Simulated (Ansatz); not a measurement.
**MoOF4: geometry, orbitals and charge**

Aim: characterise MoOF4 as a singlet: its structure, frontier levels and distribution of charge.

Method: RKS PBE0-D4/def2-TZVP; program: Ansatz 0.2.0, Gaussian basis.

Levels to be run: relaxation at PBE-D4/def2-SVP; a search for the lowest solution at PBE0-D4/def2-SVP; a single point at PBE0-D4/def2-TZVP.

1 further run of the same task is left out (set aside as unsound or not needed).

**1. Starting geometry**

6 atoms, charge 0, spin multiplicity 1.

Atoms are counted from 1 here; the program's logs count them from 0.

Bond lengths: Mo1–O2 1.635 Å, Mo1–F3 1.751 Å, Mo1–F4 1.751 Å, Mo1–F5 1.751 Å, Mo1–F6 1.751 Å. Angles: O2–Mo1–F3 104.8°, O2–Mo1–F4 104.8°, O2–Mo1–F5 104.8°, O2–Mo1–F6 104.8°, F3–Mo1–F4 86.3°, F3–Mo1–F5 150.4°, F3–Mo1–F6 86.3°, F4–Mo1–F5 86.3°, F4–Mo1–F6 150.4°, F5–Mo1–F6 86.3°.

Formally the metal is d0. Mo takes a core potential in the def2 sets. No spin-orbit coupling is included.

The start is a GFN2-xTB geometry.

**2. Relaxation at PBE-D4/def2-SVP**

in.yaml reads:

```yaml
crystal:
  periodic: [false, false, false]
  atoms:
    - {symbol: Mo, position_ang: [0.000020, -0.000070, 0.026010]}
    - {symbol: O, position_ang: [0.002550, -0.006430, 1.660500]}
    - {symbol: F, position_ang: [1.692490, 0.012590, -0.424180]}
    - {symbol: F, position_ang: [-0.011580, 1.694790, -0.415100]}
    - {symbol: F, position_ang: [-1.693810, -0.009390, -0.419080]}
    - {symbol: F, position_ang: [0.010320, -1.691480, -0.428160]}
basis:
  gaussian: {orbitals: def2-SVP}
hamiltonian: {xc: pbe, dispersion: d4}
scf: {omitted_lower_state_checks: [starts]}
output: {orbitals: {seedname: orbitals}}
relax: {f_tol: 0.02, max_steps: 100}
```

Command:

```
> ansatz run in.yaml --threads 4 --pin off --events-out ev --progress --plain --max-ram 3916MiB
```

The program printed (excerpt; [...] marks lines left out):

```text
Functional definition: PBE
  name "PBE"
  cite "Perdew, Burke & Ernzerhof, Phys. Rev. Lett. 77, 3865 (1996) doi:10.1103/PhysRevLett.77.3865"
  parent pbe
[...]
1038 factors; their error is unknown
[...]
mean field -14754.71510956 eV, -542.2257791713 hartree, gradient 3.9e-5 eV, S^2 0.000000; 0 other end points of the search recorded, 0 dependent functions left out
[...]
reference -14754.71518277 eV, -542.2257818615 hartree; 29, 29 occupied and 72, 72 virtual orbitals, 1038 factors
relax step   1: F+E_penalty+E_count = -14754.85334381 eV  Δ(F+E_penalty+E_count) = +0.000e0 eV  max|allowed force component| = 4.274e0 eV/Å  Δτ_max = 0.0000 Å  (28 SCF iters, accepted)
[...]
relax step   5: F+E_penalty+E_count = -14755.71769060 eV  Δ(F+E_penalty+E_count) = +3.816e-5 eV  max|allowed force component| = 1.234e-1 eV/Å  Δτ_max = 0.0030 Å  (31 SCF iters, rejected (line search))
[...]
relax step   6: F+E_penalty+E_count = -14755.71779131 eV  Δ(F+E_penalty+E_count) = -6.255e-5 eV  max|allowed force component| = 2.397e-3 eV/Å  Δτ_max = 0.0015 Å  (26 SCF iters, accepted)
[...]
1038 factors; their error is unknown
mean field -14755.58364582 eV, -542.2576972900 hartree, gradient 5.2e-6 eV, S^2 0.000000; 0 other end points of the search recorded, 0 dependent functions left out
[...]
reference -14755.58371946 eV, -542.2576999964 hartree; 29, 29 occupied and 72, 72 virtual orbitals, 1038 factors
Total energy: -14755.71786496 eV, -542.2626297524 hartree
Atom 0 at     0.000065    -0.000165     0.043257 Å, force    -0.000004     0.000009    -0.002397 eV/Å
Atom 1 at     0.002617    -0.006586     1.708779 Å, force    -0.000001     0.000002    -0.000675 eV/Å
Atom 2 at     1.789066     0.013291    -0.440709 Å, force     0.000873     0.000002     0.000767 eV/Å
Atom 3 at    -0.012263     1.791418    -0.431094 Å, force    -0.000005     0.000869     0.000771 eV/Å
Atom 4 at    -1.790412    -0.009911    -0.435314 Å, force    -0.000871    -0.000008     0.000769 eV/Å
Atom 5 at     0.010918    -1.788038    -0.444929 Å, force     0.000008    -0.000875     0.000765 eV/Å
Dipole moment:    -0.000040     0.000101    -0.026307 e Å
Checks for a lower state left out: starts
```

It took 7 s on 4 threads of Arm Neoverse V2, shared host.

Step by step:

```csv
step,energy from step 1 (eV),largest force component (eV/Å)
1,0.0000,4.2736
2,-0.8353,0.6843
3,-0.8638,0.1662
4,-0.8644,0.0864
5,-0.8643,0.1234
6,-0.8644,0.0024
```

Close pairs (by a distance rule), those that changed most:

```csv
bond,before (Å),after (Å),change (Å)
Mo1–F6,1.751,1.853,+0.102
Mo1–F5,1.751,1.853,+0.102
Mo1–F4,1.751,1.853,+0.102
Mo1–F3,1.751,1.853,+0.102
Mo1–O2,1.635,1.666,+0.031
```

Bonds by kind at the end (by distance):

```csv
bond,count,shortest (Å),longest (Å)
F–Mo,4,1.853,1.853
Mo–O,1,1.666,1.666
```

**3. Searching for the lowest solution, PBE0-D4/def2-SVP**

start.molden holds the orbitals of an earlier run on this state, given as this run's starting guess.

in.yaml reads:

```yaml
crystal:
  periodic: [false, false, false]
  atoms:
    - {symbol: Mo, position_ang: [0.000065, -0.000165, 0.043257]}
    - {symbol: O, position_ang: [0.002617, -0.006586, 1.708779]}
    - {symbol: F, position_ang: [1.789066, 0.013291, -0.440709]}
    - {symbol: F, position_ang: [-0.012263, 1.791418, -0.431094]}
    - {symbol: F, position_ang: [-1.790412, -0.009911, -0.435314]}
    - {symbol: F, position_ang: [0.010918, -1.788038, -0.444929]}
basis:
  gaussian: {orbitals: def2-SVP, initial_orbitals: start.molden}
hamiltonian: {xc: pbe0, dispersion: d4}
output: {orbitals: {seedname: orbitals}}
```

The command is unchanged.

The program printed:

```text
Functional definition: PBE0
  name "PBE0"
  cite "Adamo & Barone, J. Chem. Phys. 110, 6158 (1999) doi:10.1063/1.478522"
  cite "Perdew, Burke & Ernzerhof, Phys. Rev. Lett. 77, 3865 (1996) doi:10.1103/PhysRevLett.77.3865"
  parent pbe
  parameter a = 0.25
  parameter kappa = 0.804
  parameter beta = 0.06672455060314922
  exchange = (1 - a)*pbe_x(kappa = kappa, mu = beta*pi^2/3) + a*exact_x
  correlation = pbe_c(beta = beta)
965 factors; integrals over basis functions are off by at most 1.1e-3 eV
mean field evaluation 1: about -14752.3689 eV, gradient 8.5e0 eV
mean field evaluation 2: about -14752.5713 eV, gradient 3.1e-1 eV
mean field evaluation 4: about -14752.7476 eV, gradient 2.3e-3 eV
mean field evaluation 8: about -14736.8366 eV, gradient 9.3e1 eV
mean field evaluation 16: about -14752.7460 eV, gradient 9.0e-1 eV
mean field -14752.74757027 eV, -542.1534734361 hartree, gradient 3.3e-5 eV, S^2 0.000000; 1 other end points of the search recorded, 0 dependent functions left out
reference -14752.74762782 eV, -542.1534755509 hartree; 29, 29 occupied and 72, 72 virtual orbitals, 965 factors
Total energy: -14752.85977766 eV, -542.1575969814 hartree
```

Wall time 1.6 s (4 threads of Arm Neoverse V2, shared host).

HOMO -11.97 eV, LUMO -5.35 eV.

**4. Single point, PBE0-D4/def2-TZVP**

in.yaml: that of step 3 with these lines changed.

```diff
@@ -10,4 +10,5 @@
 basis:
-  gaussian: {orbitals: def2-SVP, initial_orbitals: start.molden}
+  gaussian: {orbitals: def2-TZVP, initial_orbitals: start.molden}
 hamiltonian: {xc: pbe0, dispersion: d4}
+scf: {omitted_lower_state_checks: [starts]}
 output: {orbitals: {seedname: orbitals}}
```

Launched as before.

The program printed:

```text
Functional definition: PBE0
  name "PBE0"
  cite "Adamo & Barone, J. Chem. Phys. 110, 6158 (1999) doi:10.1063/1.478522"
  cite "Perdew, Burke & Ernzerhof, Phys. Rev. Lett. 77, 3865 (1996) doi:10.1103/PhysRevLett.77.3865"
  parent pbe
  parameter a = 0.25
  parameter kappa = 0.804
  parameter beta = 0.06672455060314922
  exchange = (1 - a)*pbe_x(kappa = kappa, mu = beta*pi^2/3) + a*exact_x
  correlation = pbe_c(beta = beta)
these checks for a lower state are left out or cut short: starts
1153 factors; their error is unknown
mean field evaluation 1: about -14762.9963 eV, gradient 2.5e2 eV
mean field evaluation 2: about -14768.9817 eV, gradient 5.7e0 eV
mean field evaluation 4: about -14769.1590 eV, gradient 3.1e-1 eV
mean field evaluation 8: about -14769.1591 eV, gradient 1.9e-5 eV
mean field -14769.15914579 eV, -542.7565877121 hartree, gradient 1.9e-5 eV, S^2 0.000000; 0 other end points of the search recorded, 0 dependent functions left out
reference -14769.15918858 eV, -542.7565892848 hartree; 29, 29 occupied and 166, 166 virtual orbitals, 1153 factors
Total energy: -14769.27133842 eV, -542.7607107153 hartree
Checks for a lower state left out: starts
```

Wall time 2.2 s (4 threads of Arm Neoverse V2, shared host).

From the report: HOMO -11.96 eV, LUMO -5.29 eV.

Mulliken charges, from this run's orbitals:

```csv
atom,value (e)
Mo1,2.00
O2,-0.41
F3,-0.40
F4,-0.40
F5,-0.40
F6,-0.40
```

Largest Mayer bond orders: Mo1–O2 2.04; Mo1–F3 0.89; Mo1–F4 0.89; Mo1–F5 0.89; Mo1–F6 0.89.

The fields below are evaluated on a grid from the run's orbitals.

Frontier orbitals at PBE0-D4/def2-TZVP, with the share of their density that lies nearest to each atom:

```csv
orbital,energy (eV),lies on
HOMO-1,-11.96,"O2 56 %; F3, F5 about 19 % each"
HOMO,-11.96,"O2 56 %; F4, F6 about 19 % each"
LUMO,-5.29,Mo1 67 %; 4 F atoms about 8 % each
```

ELF in a plane through or near 4 of the atoms.

Ten even steps from '0' (0.00) to '9' (0.85):
```
0000000000000000000000000000
0000000000000000000000000000
0000000000000000000000000000
0000000000012222100000000000
0000000000258998520000000000
0000000000379779730000000000
0000000000179449620000000000
0000012331027887201232100000
0000136887412442147886310000
0000258979827997278798520000
0000258878727997278798520000
0000136887412442147886310000
0000012321027887201232100000
0000000000269449720000000000
0000000000379779730000000000
0000000000258998520000000000
0000000000012222100000000000
0000000000000000000000000000
0000000000000000000000000000
0000000000000000000000000000
```
The map spans 8.8 Å across and 8.8 Å up, centred on the molecule. Atoms in the plane (x, y in Å): F3 (0.0, 1.8), F4 (1.8, 0.0), F5 (0.0, -1.8), F6 (-1.8, 0.0).

On the surface of density 0.002 e/bohr³ the electrostatic potential runs, from the 1st to the 99th percentile, from -0.40 V near F5 to 3.54 V near Mo1.

**5. Results**

| quantity | value |
| --- | --- |
| point group | C4v |
| near neighbours of the metal | O 1.67, F 1.85, F 1.85, F 1.85, F 1.85 Å |
| HOMO, LUMO at PBE0-D4/def2-TZVP | -11.96, -5.29 eV |
| charge on the metal (Mulliken, PBE0-D4/def2-TZVP) | +2.00 e |
| dipole at PBE-D4/def2-SVP | 0.13 D |

In words: The molecule keeps its bonding pattern by the stored test; the atoms moved 0.08 Å (rms). The metal has 5 near neighbours by the distance rule, from 1.67 to 1.85 Å. The Mulliken charge of the metal, +2.00 e, depends on the basis and isn't its oxidation state. No usable vibrations, so a minimum isn't proven. The HOMO lies nearest to O2 56 %; F4, F6 about 19 % each and the LUMO to Mo1 67 %; 4 F atoms about 8 % each. Whether this spin is the lowest isn't tested here.
